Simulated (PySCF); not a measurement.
# [F2Ni(mu-NH2)2NiF2]2-: magnetic exchange

Aim: compute the magnetic exchange of [F2Ni(mu-NH2)2NiF2]2-.

Computed with PySCF 2.14.0 and routines of our own; the level stands in each step. Atoms count from 0.

### Step 1. The system as given

12 atoms, charge -2, high-spin multiplicity 5; geometry from: idealised, bond lengths from ionic radii.

The system (edge-sharing dimer): [F2Ni(mu-NH2)2NiF2]2-. The metals (Ni(II), Ni(II)) are 2.89 Å apart; the bridge angle is 92°; the spin sites are atom 0 (2 unpaired) and atom 1 (2 unpaired).

### Step 2. Magnetic exchange: B3LYP/def2-SVP H:def2-SV(P) in water

What the job is given:

```
{"job": {"kind": "bs", "xc": "B3LYP", "basis": {"default": "def2-SVP", "H": "def2-SV(P)"}, "grid": 1, "solvent": "water"}, "charge": -2, "high_spin_multiplicity": 5, "spin_sites": [[[0], 2], [[1], 2]]}
Ni    -1.445600     0.000000    -0.000000
Ni     1.445600     0.000000    -0.000000
N     -0.000000     1.388700    -0.000000
H     -0.000000     2.000700    -0.816000
H     -0.000000     2.000700     0.816000
N     -0.000000    -1.388700     0.000000
H     -0.000000    -2.000700    -0.816000
H     -0.000000    -2.000700     0.816000
F     -2.481700     0.000000     1.544700
F     -2.481700    -0.000000    -1.544700
F      2.481700    -0.000000    -1.544700
F      2.481700     0.000000     1.544700
```

Level: B3LYP/def2-SVP H:def2-SV(P) high-spin and broken-symmetry single points, IEF-PCM water.

Started as:

```sh
> OMP_NUM_THREADS=1 python exch_run.py task.json out
```

This one command runs all jobs of the session in turn.

The log of the run:

```text
high-spin state, multiplicity 5
final grid: 56208 points
cycle   1  E = -3482.6596407487  dE =  4.214e+01  |g| = 6.251e+00  |ddm| = 1.960e+01
cycle   2  E = -3421.4452400770  dE =  6.121e+01  |g| = 9.536e+00  |ddm| = 2.577e+01
cycle   3  E = -3511.4846045461  dE = -9.004e+01  |g| = 5.653e+00  |ddm| = 1.846e+01
cycle   4  E = -3523.2790931823  dE = -1.179e+01  |g| = 3.123e+00  |ddm| = 4.904e+00
cycle   5  E = -3523.2942375109  dE = -1.514e-02  |g| = 2.988e+00  |ddm| = 3.037e+00
cycle   6  E = -3526.5948067261  dE = -3.301e+00  |g| = 1.668e+00  |ddm| = 1.940e+00
cycle   7  E = -3527.1149618130  dE = -5.202e-01  |g| = 1.115e+00  |ddm| = 7.359e-01
cycle   8  E = -3527.4590282534  dE = -3.441e-01  |g| = 6.455e-01  |ddm| = 5.517e-01
cycle   9  E = -3527.5975089729  dE = -1.385e-01  |g| = 2.919e-01  |ddm| = 4.336e-01
cycle  10  E = -3527.6233589578  dE = -2.585e-02  |g| = 8.752e-02  |ddm| = 1.737e-01
cycle  11  E = -3527.6259834218  dE = -2.624e-03  |g| = 1.994e-02  |ddm| = 7.863e-02
cycle  12  E = -3527.6260730024  dE = -8.958e-05  |g| = 1.689e-02  |ddm| = 2.612e-02
cycle  13  E = -3527.6261662333  dE = -9.323e-05  |g| = 5.682e-03  |ddm| = 1.285e-02
cycle  14  E = -3527.6261840587  dE = -1.783e-05  |g| = 9.903e-04  |ddm| = 7.878e-03
cycle  15  E = -3527.6261857520  dE = -1.693e-06  |g| = 4.228e-04  |ddm| = 2.618e-03
cycle  16  E = -3527.6261864933  dE = -7.413e-07  |g| = 2.163e-04  |ddm| = 2.184e-03
cycle  17  E = -3527.6261867170  dE = -2.237e-07  |g| = 1.257e-04  |ddm| = 1.376e-03
cycle  18  E = -3527.6261867596  dE = -4.266e-08  |g| = 1.124e-04  |ddm| = 6.041e-04
cycle  19  E = -3527.6261867717  dE = -1.211e-08  |g| = 5.508e-05  |ddm| = 2.346e-04
cycle  20  E = -3527.6261867796  dE = -7.864e-09  |g| = 2.999e-05  |ddm| = 2.299e-04
converged SCF energy = -3527.6261867796

broken-symmetry state, M_S = 0, start: spins of the second site flipped
final grid: 56208 points
cycle   1  E = -3527.6261714218  dE = -4.102e-03  |g| = 1.013e-02  |ddm| = 1.068e-01
cycle   2  E = -3527.6262451289  dE = -7.371e-05  |g| = 7.104e-03  |ddm| = 1.837e-02
cycle   3  E = -3527.6262510465  dE = -5.918e-06  |g| = 6.638e-03  |ddm| = 8.985e-03
cycle   4  E = -3527.6262643227  dE = -1.328e-05  |g| = 1.438e-03  |ddm| = 5.046e-03
cycle   5  E = -3527.6262651821  dE = -8.594e-07  |g| = 3.252e-04  |ddm| = 1.342e-03
cycle   6  E = -3527.6262652466  dE = -6.444e-08  |g| = 2.043e-04  |ddm| = 5.352e-04
cycle   7  E = -3527.6262652675  dE = -2.092e-08  |g| = 5.305e-05  |ddm| = 2.019e-04
cycle   8  E = -3527.6262652785  dE = -1.101e-08  |g| = 3.393e-05  |ddm| = 2.276e-04
cycle   9  E = -3527.6262652875  dE = -9.035e-09  |g| = 2.166e-05  |ddm| = 2.746e-04
converged SCF energy = -3527.6262652875

<S^2> high spin = 6.0051, broken symmetry = 1.9976
E(HS) - E(BS) = 17.23 cm-1
J_noodleman = -4.31 cm-1
J_unprojected = -2.87 cm-1
J_yamaguchi = -4.30 cm-1
```

Run time: 47 s. Hardware: 1 thread of Intel Xeon Platinum 8375C at 2.90GHz, shared host; peak memory 0.67 GiB.

J and the spin gap of this run are not to be taken as properties: a site is orbitally degenerate, where a spin-only model fails.

Mulliken spin populations of the high-spin state:

```
atom  value (e)
 Ni0       1.77
 Ni1       1.77
  N2       0.14
  H3       0.00
  H4       0.00
  N5       0.14
  H6       0.00
  H7       0.00
  F8       0.05
  F9       0.05
 F10       0.05
 F11       0.05
```

### Step 3. Magnetic exchange: CASSCF and SC-NEVPT2/def2-SVP H:def2-SV(P) (4,4) in water

Settings changed since step 2:

```diff
@@ -1,2 +1,2 @@
-{"job": {"kind": "bs", "xc": "B3LYP", "basis": {"default": "def2-SVP", "H": "def2-SV(P)"}, "grid": 1, "solvent": "water"}, "charge": -2, "high_spin_multiplicity": 5, "spin_sites": [[[0], 2], [[1], 2]]}
+{"job": {"kind": "cas", "xc": "B3LYP", "basis": {"default": "def2-SVP", "H": "def2-SV(P)"}, "grid": 1, "active": "magnetic", "zfs": false, "npt": 3, "solvent": "water"}, "charge": -2, "high_spin_multiplicity": 5, "spin_sites": [[[0], 2], [[1], 2]]}
 Ni    -1.445600     0.000000    -0.000000
```

Method: CASSCF and SC-NEVPT2/def2-SVP H:def2-SV(P) spin states, IEF-PCM water.

The log of the run:

```text
start orbitals: natural orbitals of the high-spin B3LYP determinant (converged)
active space: 4 electrons in 4 orbitals, 54 closed; orbitals optimised for multiplicities 5 3 1
macro   0  E = -3522.1893460986  dE =  0.000e+00  |g| = 1.107e+00
macro   1  E = -3522.3063556822  dE = -1.170e-01  |g| = 2.731e-01
macro   2  E = -3522.3235562416  dE = -1.720e-02  |g| = 1.447e-01
macro   3  E = -3522.3245270664  dE = -9.708e-04  |g| = 4.950e-02
macro   4  E = -3522.3246820391  dE = -1.550e-04  |g| = 7.836e-03
macro   5  E = -3522.3246986350  dE = -1.660e-05  |g| = 4.856e-03
macro   6  E = -3522.3247119923  dE = -1.336e-05  |g| = 4.668e-03
macro   7  E = -3522.3247282666  dE = -1.627e-05  |g| = 5.527e-03
macro   8  E = -3522.3247380061  dE = -9.739e-06  |g| = 3.691e-03
macro   9  E = -3522.3247404231  dE = -2.417e-06  |g| = 1.214e-03
macro  10  E = -3522.3247406342  dE = -2.111e-07  |g| = 4.369e-04
macro  11  E = -3522.3247406483  dE = -1.404e-08  |g| = 1.490e-04
CASSCF converged, mean energy = -3522.3247406483
2S+1 = 5  root 0  E(CAS) = -3522.32458725  E(NEVPT2) = -3524.05672337  occupations 1.000 1.000 1.000 1.000
2S+1 = 3  root 0  E(CAS) = -3522.32477151  E(NEVPT2) = -3524.05700498  occupations 1.025 1.005 0.995 0.975
2S+1 = 1  root 0  E(CAS) = -3522.32486318  E(NEVPT2) = -3524.05714872  occupations 1.037 1.008 0.992 0.963
```

It took 15 s on 1 thread of Intel Xeon Platinum 8375C at 2.90GHz, shared host; peak memory 0.64 GiB.

The solvent's field is frozen at that of the high-spin determinant; only differences between these total energies have meaning.

J and the spin gap of this run are not to be taken as properties: a site is orbitally degenerate, where a spin-only model fails.

### Step 4. Magnetic exchange: M06-2X/def2-SVP H:def2-SV(P) in water

Settings changed since step 3:

```diff
@@ -1,2 +1,2 @@
-{"job": {"kind": "cas", "xc": "B3LYP", "basis": {"default": "def2-SVP", "H": "def2-SV(P)"}, "grid": 1, "active": "magnetic", "zfs": false, "npt": 3, "solvent": "water"}, "charge": -2, "high_spin_multiplicity": 5, "spin_sites": [[[0], 2], [[1], 2]]}
+{"job": {"kind": "bs", "xc": "M06-2X", "basis": {"default": "def2-SVP", "H": "def2-SV(P)"}, "grid": 2, "solvent": "water"}, "charge": -2, "high_spin_multiplicity": 5, "spin_sites": [[[0], 2], [[1], 2]]}
 Ni    -1.445600     0.000000    -0.000000
```

Level: M06-2X/def2-SVP H:def2-SV(P) high-spin and broken-symmetry single points, IEF-PCM water.

The log of the run:

```text
high-spin state, multiplicity 5
final grid: 115968 points
cycle   1  E = -3527.2842588158  dE = -1.980e-02  |g| = 3.347e-02  |ddm| = 3.111e-01
cycle   2  E = -3527.2856624239  dE = -1.404e-03  |g| = 3.025e-02  |ddm| = 6.504e-02
cycle   3  E = -3527.2859871415  dE = -3.247e-04  |g| = 8.174e-03  |ddm| = 2.274e-02
cycle   4  E = -3527.2861118867  dE = -1.247e-04  |g| = 3.060e-03  |ddm| = 1.970e-02
cycle   5  E = -3527.2861204343  dE = -8.548e-06  |g| = 1.315e-03  |ddm| = 5.570e-03
cycle   6  E = -3527.2861218018  dE = -1.368e-06  |g| = 5.101e-04  |ddm| = 1.746e-03
cycle   7  E = -3527.2861222920  dE = -4.901e-07  |g| = 2.828e-04  |ddm| = 1.106e-03
cycle   8  E = -3527.2861225275  dE = -2.355e-07  |g| = 2.368e-04  |ddm| = 6.588e-04
cycle   9  E = -3527.2861227685  dE = -2.410e-07  |g| = 1.770e-04  |ddm| = 8.050e-04
cycle  10  E = -3527.2861231033  dE = -3.348e-07  |g| = 9.034e-05  |ddm| = 1.715e-03
cycle  11  E = -3527.2861231941  dE = -9.080e-08  |g| = 2.787e-05  |ddm| = 1.190e-03
cycle  12  E = -3527.2861231992  dE = -5.119e-09  |g| = 1.447e-05  |ddm| = 2.754e-04
converged SCF energy = -3527.2861231992

broken-symmetry state, M_S = 0, start: spins of the second site flipped
final grid: 115968 points
cycle   1  E = -3527.2861004545  dE = -5.110e-03  |g| = 1.741e-02  |ddm| = 8.913e-02
cycle   2  E = -3527.2863678835  dE = -2.674e-04  |g| = 5.771e-03  |ddm| = 2.415e-02
cycle   3  E = -3527.2863984631  dE = -3.058e-05  |g| = 4.185e-03  |ddm| = 1.136e-02
cycle   4  E = -3527.2864046154  dE = -6.152e-06  |g| = 7.348e-04  |ddm| = 3.351e-03
cycle   5  E = -3527.2864050500  dE = -4.346e-07  |g| = 3.624e-04  |ddm| = 1.413e-03
cycle   6  E = -3527.2864051168  dE = -6.680e-08  |g| = 1.194e-04  |ddm| = 3.659e-04
cycle   7  E = -3527.2864051372  dE = -2.036e-08  |g| = 6.003e-05  |ddm| = 2.838e-04
cycle   8  E = -3527.2864051413  dE = -4.093e-09  |g| = 3.343e-05  |ddm| = 8.039e-05
converged SCF energy = -3527.2864051413

<S^2> high spin = 6.0083, broken symmetry = 2.0059
E(HS) - E(BS) = 61.88 cm-1
J_noodleman = -15.47 cm-1
J_unprojected = -10.31 cm-1
J_yamaguchi = -15.46 cm-1
```

Wall time 79 s (1 thread of Intel Xeon Platinum 8375C at 2.90GHz, shared host); peak memory 0.76 GiB.

J and the spin gap of this run are not to be taken as properties: a site is orbitally degenerate, where a spin-only model fails.

### Step 5. Magnetic exchange: CASSCF and SC-NEVPT2/def2-SVP H:def2-SV(P) (8,6) in water

Settings changed since step 4:

```diff
@@ -1,2 +1,2 @@
-{"job": {"kind": "bs", "xc": "M06-2X", "basis": {"default": "def2-SVP", "H": "def2-SV(P)"}, "grid": 2, "solvent": "water"}, "charge": -2, "high_spin_multiplicity": 5, "spin_sites": [[[0], 2], [[1], 2]]}
+{"job": {"kind": "cas", "xc": "B3LYP", "basis": {"default": "def2-SVP", "H": "def2-SV(P)"}, "grid": 1, "active": "bridge", "max": 6, "zfs": false, "npt": 2, "solvent": "water"}, "charge": -2, "high_spin_multiplicity": 5, "spin_sites": [[[0], 2], [[1], 2]]}
 Ni    -1.445600     0.000000    -0.000000
```

Level: CASSCF and SC-NEVPT2/def2-SVP H:def2-SV(P) spin states, IEF-PCM water.

The log of the run:

```text
start orbitals: natural orbitals of the high-spin B3LYP determinant (converged)
active space: 8 electrons in 6 orbitals, 52 closed; orbitals optimised for multiplicities 5 3 1
macro   0  E = -3522.2077205050  dE =  0.000e+00  |g| = 1.151e+00
macro   1  E = -3522.3117213108  dE = -1.040e-01  |g| = 2.778e-01
macro   2  E = -3522.3231619588  dE = -1.144e-02  |g| = 1.750e-01
macro   3  E = -3522.3246447590  dE = -1.483e-03  |g| = 3.120e-02
macro   4  E = -3522.3247139624  dE = -6.920e-05  |g| = 4.708e-02
macro   5  E = -3522.3246388622  step rejected
macro   6  E = -3522.3247166783  dE = -2.716e-06  |g| = 9.242e-02
macro   7  E = -3522.3247314516  dE = -1.477e-05  |g| = 3.467e-02
macro   8  E = -3522.3247426454  dE = -1.119e-05  |g| = 1.209e-02
macro   9  E = -3522.3247583004  dE = -1.565e-05  |g| = 1.675e-02
macro  10  E = -3522.3247639982  dE = -5.698e-06  |g| = 9.563e-03
macro  11  E = -3522.3247650654  dE = -1.067e-06  |g| = 5.000e-03
macro  12  E = -3522.3247651656  dE = -1.002e-07  |g| = 7.968e-03
macro  13  E = -3522.3247642449  step rejected
macro  14  E = -3522.3247651724  dE = -6.737e-09  |g| = 7.723e-03
macro  15  E = -3522.3247652499  dE = -7.751e-08  |g| = 1.578e-03
macro  16  E = -3522.3247652789  dE = -2.905e-08  |g| = 8.625e-04
macro  17  E = -3522.3247652988  dE = -1.993e-08  |g| = 6.134e-05
CASSCF converged, mean energy = -3522.3247652988
2S+1 = 5  root 0  E(CAS) = -3522.32460589  E(NEVPT2) = -3524.05173555  occupations 2.000 2.000 1.000 1.000 1.000 1.000
2S+1 = 3  root 0  E(CAS) = -3522.32479734  E(NEVPT2) = -3524.05180425  occupations 2.000 2.000 1.025 1.005 0.995 0.975
2S+1 = 1  root 0  E(CAS) = -3522.32489266  occupations 2.000 2.000 1.037 1.008 0.992 0.963
```

Wall time 18 s (1 thread of Intel Xeon Platinum 8375C at 2.90GHz, shared host); peak memory 0.76 GiB.

The solvent's field is frozen at that of the high-spin determinant; only differences between these total energies have meaning.

J and the spin gap of this run are not to be taken as properties: a site is orbitally degenerate, where a spin-only model fails; an active orbital stays filled, so NEVPT2 hangs on an arbitrary choice.

### Step 6. Magnetic exchange: B3LYP/def2-SVP H:def2-SV(P), X2C in water, grid 4

Settings changed since step 5:

```diff
@@ -1,2 +1,2 @@
-{"job": {"kind": "cas", "xc": "B3LYP", "basis": {"default": "def2-SVP", "H": "def2-SV(P)"}, "grid": 1, "active": "bridge", "max": 6, "zfs": false, "npt": 2, "solvent": "water"}, "charge": -2, "high_spin_multiplicity": 5, "spin_sites": [[[0], 2], [[1], 2]]}
+{"job": {"kind": "bs", "xc": "B3LYP", "basis": {"default": "def2-SVP", "H": "def2-SV(P)"}, "grid": 4, "solvent": "water", "x2c": true}, "charge": -2, "high_spin_multiplicity": 5, "spin_sites": [[[0], 2], [[1], 2]]}
 Ni    -1.445600     0.000000    -0.000000
```

Level: B3LYP/def2-SVP H:def2-SV(P) high-spin and broken-symmetry single points, scalar X2C, IEF-PCM water.

The log of the run, shortened:

```text
high-spin state, multiplicity 5
final grid: 294688 points
cycle   1  E = -3503.0437830376  dE =  4.203e+01  |g| = 6.113e+00  |ddm| = 1.966e+01
cycle   2  E = -3441.9420082632  dE =  6.110e+01  |g| = 9.521e+00  |ddm| = 2.571e+01
cycle   3  E = -3531.4901589969  dE = -8.955e+01  |g| = 5.623e+00  |ddm| = 1.809e+01
cycle   4  E = -3542.7379337703  dE = -1.125e+01  |g| = 3.340e+00  |ddm| = 5.161e+00
cycle   5  E = -3543.1153125792  dE = -3.774e-01  |g| = 3.145e+00  |ddm| = 3.027e+00
cycle   6  E = -3546.2846116382  dE = -3.169e+00  |g| = 2.093e+00  |ddm| = 1.822e+00
cycle   7  E = -3546.7281273942  dE = -4.435e-01  |g| = 1.738e+00  |ddm| = 5.463e-01
cycle   8  E = -3547.0815057459  dE = -3.534e-01  |g| = 1.474e+00  |ddm| = 4.533e-01
cycle   9  E = -3547.4960523907  dE = -4.145e-01  |g| = 1.075e+00  |ddm| = 5.229e-01
cycle  10  E = -3547.8801167376  dE = -3.841e-01  |g| = 2.391e-01  |ddm| = 7.843e-01
[... 7 cycles left out ...]
cycle  18  E = -3547.9000016886  dE = -5.884e-08  |g| = 1.941e-04  |ddm| = 5.217e-04
cycle  19  E = -3547.9000017243  dE = -3.566e-08  |g| = 9.051e-05  |ddm| = 3.401e-04
cycle  20  E = -3547.9000017719  dE = -4.756e-08  |g| = 8.193e-05  |ddm| = 4.200e-04
cycle  21  E = -3547.9000018133  dE = -4.144e-08  |g| = 7.961e-05  |ddm| = 3.785e-04
cycle  22  E = -3547.9000019003  dE = -8.698e-08  |g| = 7.666e-05  |ddm| = 8.320e-04
cycle  23  E = -3547.9000021535  dE = -2.532e-07  |g| = 6.399e-05  |ddm| = 2.809e-03
cycle  24  E = -3547.9000024766  dE = -3.231e-07  |g| = 4.889e-05  |ddm| = 5.781e-03
cycle  25  E = -3547.9000025339  dE = -5.722e-08  |g| = 2.405e-05  |ddm| = 2.448e-03
cycle  26  E = -3547.9000025448  dE = -1.097e-08  |g| = 8.903e-06  |ddm| = 1.218e-03
cycle  27  E = -3547.9000025459  dE = -1.102e-09  |g| = 4.621e-06  |ddm| = 3.722e-04
converged SCF energy = -3547.9000025459

broken-symmetry state, M_S = 0, start: spins of the second site flipped
final grid: 294688 points
cycle   1  E = -3547.9000103754  dE = -4.067e-03  |g| = 9.965e-03  |ddm| = 1.066e-01
cycle   2  E = -3547.9000839893  dE = -7.361e-05  |g| = 6.692e-03  |ddm| = 1.818e-02
cycle   3  E = -3547.9000888697  dE = -4.880e-06  |g| = 6.464e-03  |ddm| = 8.777e-03
cycle   4  E = -3547.9001015783  dE = -1.271e-05  |g| = 1.388e-03  |ddm| = 4.980e-03
cycle   5  E = -3547.9001023679  dE = -7.896e-07  |g| = 3.256e-04  |ddm| = 1.297e-03
cycle   6  E = -3547.9001024283  dE = -6.041e-08  |g| = 2.016e-04  |ddm| = 5.238e-04
cycle   7  E = -3547.9001024468  dE = -1.845e-08  |g| = 4.698e-05  |ddm| = 1.887e-04
cycle   8  E = -3547.9001024536  dE = -6.838e-09  |g| = 2.646e-05  |ddm| = 1.805e-04
converged SCF energy = -3547.9001024536

<S^2> high spin = 6.0051, broken symmetry = 1.9978
E(HS) - E(BS) = 21.93 cm-1
J_noodleman = -5.48 cm-1
J_unprojected = -3.65 cm-1
J_yamaguchi = -5.47 cm-1
```

It took 3.5 min on 1 thread of Intel Xeon Platinum 8375C at 2.90GHz, shared host; peak memory 0.84 GiB.

J and the spin gap of this run are not to be taken as properties: a site is orbitally degenerate, where a spin-only model fails.

### Step 7. What came out

| quantity | value |
| --- | --- |
| exchange coupling | no level gives a usable value |

What this shows: Step 2 is set aside for J and the spin gap: a site is orbitally degenerate, where a spin-only model fails.
